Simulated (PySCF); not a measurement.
# C2H8B3N3O: the cost of one run

Computed with PySCF 2.14.0 and routines of our own; the level stands in each step. Atoms count from 0.

### 1 The starting structure

17 atoms, charge 0, multiplicity 1; geometry from: GFN2-xTB.

### 2 Geometry optimisation at PBE0-D3(BJ)/def2-SVP

Job settings and geometry (Å):

```
{"job": {"xc": "PBE0", "basis": "def2-SVP", "d3": "d3bj", "grid": 2, "kind": "geom"}, "charge": 0, "multiplicity": 1}
C     -2.776752     0.452775     0.021376
C     -1.766389    -0.647009    -0.247908
O     -2.142579    -1.754692    -0.586574
B     -0.204369    -0.299624    -0.085127
N      0.284833     0.929968     0.414931
B      1.674521     1.194362     0.544042
N      2.563585     0.171346     0.136596
B      2.137588    -1.081449    -0.374756
N      0.737593    -1.279156    -0.465508
H     -3.790567     0.093312    -0.140044
H     -2.576605     1.293580    -0.640302
H     -2.671412     0.794803     1.049344
H     -0.368933     1.644935     0.694975
H      2.062441     2.217369     0.968986
H      3.554245     0.341329     0.216797
H      2.904212    -1.905401    -0.704056
H      0.371591    -2.154415    -0.812683
```

Command:

```
$ OMP_NUM_THREADS=1 python excited_run.py task.json out
```

This one command runs all jobs of the session in turn.

Q: Estimate the wall time and peak memory of this first job on 1 thread of Intel Xeon 6975P-C, shared host.

About 55 s, with a peak of 0.79 GiB.
